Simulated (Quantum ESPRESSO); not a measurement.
# Ti3Se (P-6m2) in Quantum ESPRESSO: single point with PBE

Aim: the single point of Ti3Se with PBE.

Program: Quantum ESPRESSO 7.5. These are calculated values, not measurements. Logs are shortened: lines on timing, memory, paths and dates and some standing lists are left out, and cuts for length are marked.

**1. Starting point**

It takes space group P-6m2 (No. 187, hexagonal). The conventional cell has a = 3.197 Å, b = 3.197 Å, c = 7.943 Å, α = 90.00°, β = 90.00°, γ = 120.00°. Se (site symmetry -6m2) has 6 Ti at 2.58 Å as nearest neighbours. Ti (site symmetry -6m2) has 12 Ti at 2.85 to 3.20 Å as nearest neighbours. Ti (site symmetry 3m) is surrounded by 3 Se at 2.58 Å and 3 Ti at 2.85 Å.

The cell comes from a database or a generator and needn't be the stable form of this composition.

**2. Single point, PBE**

run.py reads:

```python
import numpy as np
from ase.calculators.espresso import Espresso, EspressoProfile
from ase import Atoms

atoms = Atoms(['Se', 'Ti', 'Ti', 'Ti'],
              cell=[[3.1974455988, 0.0, 0.0], [-1.5987227994, 2.7690691158, 0.0], [0.0, 0.0, 7.942745]],
              scaled_positions=[[0.0, 0.0, 0.0], [0.6666666667, 0.3333333333, 0.5], [0.3333333333, 0.6666666667, 0.772902], [0.3333333333, 0.6666666667, 0.227098]],
              pbc=True)

input_data = {
    'control': {'calculation': 'scf', 'prefix': 'pwscf', 'outdir': './tmp', 'tprnfor': True, 'tstress': True, 'disk_io': 'nowf'},
    'system': {'ecutwfc': 55.0, 'ecutrho': 440.0, 'nbnd': 30, 'occupations': 'smearing', 'smearing': 'fd', 'degauss': 0.00367493},
    'electrons': {'conv_thr': 8e-10, 'electron_maxstep': 120, 'mixing_beta': 0.5},
}
pseudopotentials = {'Se': 'Se_pbe_v1.uspp.F.UPF', 'Ti': 'ti_pbe_v1.4.uspp.F.UPF'}
profile = EspressoProfile(command='mpirun -n 2 pw.x -nk 2', pseudo_dir='pseudo')
dft = Espresso(profile=profile, input_data=input_data, pseudopotentials=pseudopotentials, kpts=(10, 10, 4), koffset=(0, 0, 0))
atoms.calc = dft

print(f'energy {atoms.get_potential_energy():.8f} eV')
print('forces (eV/A)')
print(np.round(atoms.get_forces(), 6))
print('stress (eV/A^3, Voigt)')
print(np.round(atoms.get_stress(), 8))
print(f'Fermi level {dft.get_fermi_level():.4f} eV')
```

Potentials or basis: SSSP 1.3 efficiency PBE.

On the command line:

```sh
> OMP_NUM_THREADS=1 python run.py
```

Standard output:

```text
energy -5462.59535045 eV
forces (eV/A)
[[ 0.        0.        0.      ]
 [ 0.        0.        0.      ]
 [ 0.        0.       -0.024702]
 [ 0.        0.        0.024702]]
stress (eV/A^3, Voigt)
[-0.00035441 -0.00035441 -0.00165911  0.         -0.         -0.        ]
Fermi level 12.6106 eV
```

espresso.pwi:

```text
&CONTROL
   calculation      = 'scf'
   tstress          = .true.
   tprnfor          = .true.
   outdir           = './tmp'
   prefix           = 'pwscf'
   disk_io          = 'nowf'
   pseudo_dir       = 'pseudo'
/
&SYSTEM
   nbnd             = 30
   ecutwfc          = 55.0
   ecutrho          = 440.0
   occupations      = 'smearing'
   degauss          = 0.00367493
   smearing         = 'fd'
   ntyp             = 2
   nat              = 4
   ibrav            = 0
/
&ELECTRONS
   electron_maxstep = 120
   conv_thr         = 8e-10
   mixing_beta      = 0.5
/
&IONS
/
&CELL
/
&FCP
/
&RISM
/
ATOMIC_SPECIES
Se 78.971 Se_pbe_v1.uspp.F.UPF
Ti 47.867 ti_pbe_v1.4.uspp.F.UPF

K_POINTS automatic
10 10 4  0 0 0

CELL_PARAMETERS angstrom
3.19744559880000 0.00000000000000 0.00000000000000
-1.59872279940000 2.76906911580000 0.00000000000000
0.00000000000000 0.00000000000000 7.94274500000000

ATOMIC_POSITIONS angstrom
Se 0.0000000000 0.0000000000 0.0000000000  
Ti 1.5987227996 0.9230230385 3.9713725000  
Ti -0.0000000002 1.8460460773 6.1389634960  
Ti -0.0000000002 1.8460460773 1.8037815040
```

espresso.pwo:

```text
This program is part of the open-source Quantum ESPRESSO suite
     for quantum simulation of materials; please cite
         "P. Giannozzi et al., J. Phys.:Condens. Matter 21 395502 (2009);
         "P. Giannozzi et al., J. Phys.:Condens. Matter 29 465901 (2017);
         "P. Giannozzi et al., J. Chem. Phys. 152 154105 (2020);
     in publications or presentations arising from this work. More details at

Warning: card &CELL ignored
Warning: card &FCP ignored
Warning: card &RISM ignored

     Message from routine setup:
     using ibrav=0 with symmetry is DISCOURAGED, use correct ibrav instead

     K-points division:     npool     =       2
     Subspace diagonalization in iterative solution of the eigenvalue problem:
     a serial algorithm will be used

     G-vector sticks info
     --------------------
     sticks:   dense  smooth     PW     G-vecs:    dense   smooth      PW
     Sum        1111     559    163                73811    26225    4245

     Using Slab Decomposition

     bravais-lattice index     =            0
     lattice parameter (alat)  =       6.0423  a.u.
     unit-cell volume          =     474.5743 (a.u.)^3
     number of atoms/cell      =            4
     number of atomic types    =            2
     number of electrons       =        42.00
     number of Kohn-Sham states=           30
     kinetic-energy cutoff     =      55.0000  Ry
     charge density cutoff     =     440.0000  Ry
     scf convergence threshold =      8.0E-10
     mixing beta               =       0.5000
     number of iterations used =            8  plain     mixing
     Exchange-correlation=  SLA  PW   PBX  PBC
                           (   1   4   3   4   0   0   0)

     celldm(1)=   6.042296  celldm(2)=   0.000000  celldm(3)=   0.000000
     celldm(4)=   0.000000  celldm(5)=   0.000000  celldm(6)=   0.000000

     crystal axes: (cart. coord. in units of alat)
               a(1) = (   1.000000   0.000000   0.000000 )
               a(2) = (  -0.500000   0.866025   0.000000 )
               a(3) = (   0.000000   0.000000   2.484091 )

     reciprocal axes: (cart. coord. in units 2 pi/alat)
               b(1) = (  1.000000  0.577350 -0.000000 )
               b(2) = (  0.000000  1.154701  0.000000 )
               b(3) = (  0.000000 -0.000000  0.402562 )

     PseudoPot. # 1 for Se read from file:
     Se_pbe_v1.uspp.F.UPF
     Pseudo is Ultrasoft + core correction, Zval =  6.0
     Generated by new atomic code, or converted to UPF format
     Using radial grid of  877 points,  6 beta functions with:
                l(1) =   0
                l(2) =   0
                l(3) =   1
                l(4) =   1
                l(5) =   2
                l(6) =   2
     Q(r) pseudized with  8 coefficients,  rinner =    1.300   1.300   1.300
                                                       1.300   1.300

     PseudoPot. # 2 for Ti read from file:
     ti_pbe_v1.4.uspp.F.UPF
     Pseudo is Ultrasoft + core correction, Zval = 12.0
     Generated by new atomic code, or converted to UPF format
     Using radial grid of  851 points,  6 beta functions with:
                l(1) =   0
                l(2) =   0
                l(3) =   1
                l(4) =   1
                l(5) =   2
                l(6) =   2
     Q(r) pseudized with  6 coefficients,  rinner =    1.000   1.000   1.000
                                                       1.000   1.000

     atomic species   valence    mass     pseudopotential
     Se                6.00    78.97100     Se( 1.00)
     Ti               12.00    47.86700     Ti( 1.00)

     12 Sym. Ops. (no inversion) found

   Cartesian axes

     site n.     atom                  positions (alat units)
         1        Se     tau(   1) = (   0.0000000   0.0000000   0.0000000  )
         2        Ti     tau(   2) = (   0.5000000   0.2886751   1.2420454  )
         3        Ti     tau(   3) = (  -0.0000000   0.5773503   1.9199587  )
         4        Ti     tau(   4) = (  -0.0000000   0.5773503   0.5641320  )

     number of k points=    42  Fermi-Dirac smearing, width (Ry)=  0.0037
                       cart. coord. in units 2pi/alat
        k(    1) = (   0.0000000   0.0000000   0.0000000), wk =   0.0050000
        k(    2) = (   0.0000000   0.0000000   0.1006404), wk =   0.0100000
        k(    3) = (   0.0000000   0.0000000  -0.2012809), wk =   0.0050000
        k(    4) = (   0.0000000   0.1154701   0.0000000), wk =   0.0300000
        k(    5) = (   0.0000000   0.1154701   0.1006404), wk =   0.0600000
        k(    6) = (   0.0000000   0.1154701  -0.2012809), wk =   0.0300000
[... 34 lines left out ...]
        k(   41) = (   0.3000000   0.5196152   0.1006404), wk =   0.0600000
        k(   42) = (   0.3000000   0.5196152  -0.2012809), wk =   0.0300000

     Dense  grid:    73811 G-vectors     FFT dimensions: (  45,  45, 108)

     Smooth grid:    26225 G-vectors     FFT dimensions: (  30,  30,  72)

     Check: negative core charge=   -0.000003

     Initial potential from superposition of free atoms

     starting charge      38.9998, renormalised to      42.0000

     negative rho (up, down):  3.749E-03 0.000E+00
     Starting wfcs are   34 randomized atomic wfcs

     Self-consistent Calculation

     iteration #  1     ecut=    55.00 Ry     beta= 0.50
     Davidson diagonalization with overlap
     ethr =  1.00E-02,  avg # of iterations =  3.3

     negative rho (up, down):  4.464E-03 0.000E+00

     total energy              =    -395.92533671 Ry
     estimated scf accuracy    <       9.18272262 Ry

     iteration #  2     ecut=    55.00 Ry     beta= 0.50
     Davidson diagonalization with overlap
     ethr =  1.00E-02,  avg # of iterations =  5.7
[... 168 lines left out ...]
     iteration # 21     ecut=    55.00 Ry     beta= 0.50
     Davidson diagonalization with overlap
     ethr =  4.62E-12,  avg # of iterations =  2.2

     negative rho (up, down):  1.705E-03 0.000E+00

     End of self-consistent calculation

          k = 0.0000 0.0000 0.0000 (  3281 PWs)   bands (ev):

   -44.4171 -44.3980 -44.2354 -20.8970 -20.8042 -20.5245 -20.5245 -20.5021
   -20.5021 -20.3700 -20.3576 -20.3576  -2.9030   6.0856   7.8591  10.3946
    11.2729  11.2729  12.4401  12.7657  12.7657  12.9148  12.9148  13.5312
    13.6720  14.0166  14.0166  14.2840  14.2840  15.2300

          k = 0.0000 0.0000 0.1006 (  3251 PWs)   bands (ev):

   -44.4162 -44.3990 -44.2353 -20.9142 -20.7817 -20.5235 -20.5235 -20.5033
   -20.5033 -20.3753 -20.3575 -20.3575  -2.9011   5.9243   8.2705  10.2254
    11.2332  11.2332  12.1783  12.9449  12.9449  12.9606  12.9606  13.3107
    13.8131  13.8131  13.9215  14.3214  14.3214  14.9067
[... 85 lines left out ...]
          k = 0.0000 0.4619-0.2013 (  3278 PWs)   bands (ev):

   -44.3783 -44.3763 -44.2266 -20.8247 -20.8238 -20.7384 -20.6988 -20.5867
   -20.5511 -20.4614 -20.3837 -20.3814  -1.3111   6.0414   7.6106  10.0974
    10.2055  11.0651  11.2189  11.7929  11.7954  13.1819  13.4302  13.6025
    13.7493  14.8849  15.0037  15.0657  15.1652  15.2824

          k = 0.0000-0.5774 0.0000 (  3300 PWs)   bands (ev):

   -44.3760 -44.3721 -44.2259 -20.8542 -20.8115 -20.7274 -20.7235 -20.5962
   -20.5523 -20.4761 -20.3873 -20.3849  -1.0632   5.5328   7.7812  10.0097
    10.5127  10.8247  11.0377  11.9379  12.1507  12.8086  13.4187  13.4407
    14.9005  15.0914  15.0977  15.1331  15.2225  15.3957

          k = 0.0000-0.5774 0.1006 (  3290 PWs)   bands (ev):

   -44.3754 -44.3726 -44.2258 -20.8460 -20.8164 -20.7349 -20.7220 -20.5948
   -20.5541 -20.4720 -20.3887 -20.3846  -1.0630   5.5342   7.7759   9.9980
    10.5325  10.8976  11.0950  11.7562  12.0104  13.0006  13.2586  13.6910
    14.3088  15.1011  15.1261  15.1552  15.4337  15.5998

          k = 0.0000-0.5774-0.2013 (  3264 PWs)   bands (ev):

   -44.3743 -44.3738 -44.2258 -20.8337 -20.8235 -20.7470 -20.7175 -20.5932
   -20.5560 -20.4681 -20.3901 -20.3842  -1.0628   5.5357   7.7706   9.9867
    10.5527  11.0458  11.0949  11.6970  11.7443  13.2062  13.4621  13.6129
    13.8305  15.1169  15.1378  15.4485  15.5326  15.6133

          k = 0.1000 0.1732 0.0000 (  3255 PWs)   bands (ev):

   -44.4063 -44.3911 -44.2325 -20.8678 -20.8114 -20.5823 -20.5754 -20.5467
   -20.5178 -20.3957 -20.3669 -20.3587  -2.5193   6.5306   8.3635   9.6216
    10.7024  10.9046  11.8695  12.4269  12.6044  13.0193  13.2105  13.3399
    13.7088  13.8090  13.9988  14.1902  14.5127  15.2815
[... 155 lines left out ...]
          k = 0.3000 0.5196-0.2013 (  3276 PWs)   bands (ev):

   -44.3710 -44.3697 -44.2250 -20.8176 -20.7693 -20.7425 -20.7080 -20.6511
   -20.6418 -20.4590 -20.4224 -20.3758  -0.8244   6.4393   7.3050   7.9521
    11.1240  11.2365  11.4411  11.6054  12.4239  12.5228  12.6322  13.8750
    14.2900  14.8494  15.0552  15.1673  15.3868  15.6844

     the Fermi energy is    12.6106 ev

!    total energy              =    -401.49338802 Ry
     estimated scf accuracy    <          7.8E-11 Ry
     smearing contrib. (-TS)   =      -0.00174084 Ry
     internal energy E=F+TS    =    -401.49164718 Ry

     The total energy is F=E-TS. E is the sum of the following terms:
     one-electron contribution =    -133.69036943 Ry
     hartree contribution      =      81.81495338 Ry
     xc contribution           =     -83.94619295 Ry
     ewald contribution        =    -265.67003817 Ry

     convergence has been achieved in  21 iterations

     negative rho (up, down):  1.705E-03 0.000E+00

     Forces acting on atoms (cartesian axes, Ry/au):

     atom    1 type  1   force =     0.00000000    0.00000000    0.00000000
     atom    2 type  2   force =     0.00000000    0.00000000    0.00000000
     atom    3 type  2   force =     0.00000000    0.00000000   -0.00096074
     atom    4 type  2   force =     0.00000000    0.00000000    0.00096074

     Total force =     0.001359     Total SCF correction =     0.000022

     Computing stress (Cartesian axis) and pressure

     negative rho (up, down):  1.705E-03 0.000E+00
          total   stress  (Ry/bohr**3)                   (kbar)     P=        1.26
   0.00000386   0.00000000   0.00000000            0.57        0.00        0.00
   0.00000000   0.00000386  -0.00000000            0.00        0.57       -0.00
   0.00000000  -0.00000000   0.00001807            0.00       -0.00        2.66

=------------------------------------------------------------------------------=
   JOB DONE.
=------------------------------------------------------------------------------=
```

Run time: 75 s. Hardware: 2 MPI ranks of Arm Neoverse V2, shared host; peak memory 0.44 GiB.

What came out:

| Property | Result |
| --- | --- |
| Free energy | -5462.5958 eV |
| Pressure | 0.1 GPa |
| Largest force | 0.025 eV/Å |
| Band gap on the k mesh | none (metal or under the smearing width) |

Forces in eV/Å, atoms in the order of the input:
```
Se   0.000  0.000  0.000
Ti   0.000  0.000  0.000
Ti   0.000  0.000 -0.025
Ti   0.000  0.000  0.025
```

Stress tensor (GPa, compression positive):
```
0.06 0.00 0.00
0.00 0.06 0.00
0.00 0.00 0.27
```

Levels at points of the mesh, in eV from the Fermi level:
```tsv
k point	band 17	band 18	band 19	band 20	band 21	band 22	band 23	band 24	band 25	band 26
(0.00, 0.00, 0.00)	-1.34	-1.34	-0.17	0.16	0.16	0.30	0.30	0.92	1.06	1.41
(0.00, 0.00, -0.50)	-1.41	-1.41	-0.64	0.40	0.40	0.57	0.60	0.60	1.01	1.01
(0.00, -0.50, 0.00)	-2.10	-1.79	-1.57	-0.67	-0.46	0.20	0.81	0.83	2.29	2.48
(0.00, -0.50, -0.50)	-2.06	-1.56	-1.52	-0.91	-0.87	0.60	0.85	1.00	1.22	2.51
```

**3. For comparison**

An earlier run on the cell as given: functional PBE; potentials or basis SSSP 1.3 efficiency PBE; cutoff 748 eV; density cutoff 5987 eV; k mesh 10 × 10 × 4; occupations fermi-dirac, width 0.05 eV; no spin polarisation.

- Pressure: 0.1 GPa
- Largest force: 0.025 eV/Å
- Band gap on the k mesh: none (metal or under the smearing width)
